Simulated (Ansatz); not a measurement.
# AlF₂HS: how energies converge with the basis set

An exercise on one series of results from a longer session: the logs are not shown, and one member is left open.

Program: Ansatz 0.2.0, Gaussian basis. Level of theory: one geometry, several basis sets. These are calculated values, not measurements.

Levels to be run: PBE0-D4/def2-SVP; ωB97M-V/def2-SVP; PBE0-D4/def2-QZVPP; ωB97M-V/def2-QZVPP; the functionals' def2-TZVPP values are taken from earlier runs.

### The geometry

All runs share one geometry, relaxed beforehand with PBE0-D4 in a triple-zeta def2 set.

SMILES `[F][Al]([F])[SH]`, 5 atoms, charge 0, spin multiplicity 1.

Atoms are counted from 1 here; the program's logs count them from 0.

Bond lengths: F1–Al2 1.638 Å, Al2–F3 1.635 Å, Al2–S4 2.153 Å, S4–H5 1.346 Å. Angles: F1–Al2–F3 119.3°, F1–Al2–S4 121.0°, F3–Al2–S4 119.7°, Al2–S4–H5 91.6°.

The first run:

in.yaml reads:

```yaml
crystal:
  periodic: [false, false, false]
  atoms:
    - {symbol: F, position_ang: [0.892196, 0.387858, 1.495497]}
    - {symbol: Al, position_ang: [0.340259, -0.464678, 0.210979]}
    - {symbol: F, position_ang: [0.820593, -2.015593, 0.014607]}
    - {symbol: S, position_ang: [-1.003416, 0.425729, -1.216034]}
    - {symbol: H, position_ang: [-0.999732, 1.592985, -0.546450]}
basis:
  gaussian: {orbitals: def2-SVP}
hamiltonian: {xc: pbe0, dispersion: d4}
output: {orbitals: {seedname: orbitals}}
```

Among the steps run: PBE0-D4 in def2-SVP; ωB97M-V in def2-SVP; PBE0-D4 in def2-QZVPP; ωB97M-V in def2-QZVPP.

One of the session's tables, all rows but one given; the rest of the session is left out.

It belongs to the step «Functionals by basis». 

| functional | basis | HOMO (eV) |
| --- | --- | --- |
| PBE0-D4 | def2-SVP | ? |
| PBE0-D4 | def2-TZVPP | -8.36 |
| PBE0-D4 | def2-QZVPP | -8.38 |
| ωB97M-V | def2-SVP | -10.35 |
| ωB97M-V | def2-TZVPP | -10.54 |
| ωB97M-V | def2-QZVPP | -10.57 |

Q: Estimate the row for PBE0-D4, def2-SVP from the others.

The run gave: HOMO (eV): -8.21. In the column «HOMO (eV)» it is the highest.
